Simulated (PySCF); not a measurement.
# KSe+: from the state search to spectroscopic constants

What are the lowest state that PBE0 finds, the bond length, vibrational wavenumber and bond energy of KSe+, and how much do these hang on the method?

Method: K def2-SVP, Se def2-SVP, no relativity; program: PySCF 2.14.0.

## 1. Set-up

The job is set up so:

* atoms: K, Se
* charge: 1
* basis: K def2-SVP, Se def2-SVP
* Hamiltonian: no relativity
* basis functions: 56
* electrons treated: 52
* masses in u: 38.9637, 79.9165
* levels: PBE0, PBE, r²SCAN, B3LYP, TPSSh, revPBE, HF, MP2, SCS-MP2, CCSD, CCSD(T)
* grid: 80 radial by 434 angular points
* occupations: held fixed by the projection of orbital angular momentum
* dissociation limit: K+ + Se, each in its ground configuration
* starting distance in angstrom: 3.160
* values of 2S to try: 0, 2

On the command line:

```sh
$ OMP_NUM_THREADS=1 python dia.py task.json out
```

Further steps of the session: PBE0 along the bond; Excited determinants; PBE (GGA); r²SCAN (meta-GGA); B3LYP (global hybrid GGA); TPSSh (hybrid meta-GGA); revPBE (GGA); UHF (mean field); Adding correlation.

Before running it: what results should come out? Wanted: for each run, Re; ωe; De; μ.

As calculated:

Lowest PBE0 solution found, without spin–orbit coupling: ³Σ⁻ (triplet), unpaired electrons π ↑↑. State 2 has its PBE0 minimum 0.36 eV higher. State 3 has its PBE0 minimum 0.41 eV higher, as a spin-mixed determinant (⟨S²⟩ = 1.01), so this is no gap between pure states. State 4 has its PBE0 minimum 0.76 eV higher, as a spin-mixed determinant (⟨S²⟩ = 1.01), so this is no gap between pure states. The other levels ran on the lowest alone.

```tsv
level	Re (Å)	ωe (cm⁻¹)	De (eV)	μ (D)
UHF	3.613	82.4	0.346	-10.35
UHF-MP2	3.556	88.7	0.397	n/a
UHF-SCS-MP2	3.570	87.6	0.389	n/a
UHF-CCSD	3.566	88.4	0.397	n/a
UHF-CCSD(T)	3.565	88.7	0.402	n/a
PBE	3.499	89.7	0.441	-9.61
revPBE	3.577	82.9	0.401	-9.89
r²SCAN	3.522	87.1	0.378	-9.91
TPSSh	3.519	86.3	0.394	-9.82
B3LYP	3.513	88.6	0.414	-9.73
PBE0	3.490	89.8	0.408	-9.73
```

De is counted to K+ + Se in their ground configurations. A positive dipole points from K to Se; in an ion it is taken about the centre of mass and does not tell which atom is negative.

**Reading.** Bond lengths run from 3.490 Å (PBE0) to 3.613 Å (UHF). CCSD(T) can't serve as the judge here: for a weak bond in this basis it is far from its limit. Among the levels with a De in the table, it runs from 0.346 eV (UHF) to 0.441 eV (PBE).

Correlated steps freeze 14 core orbitals.
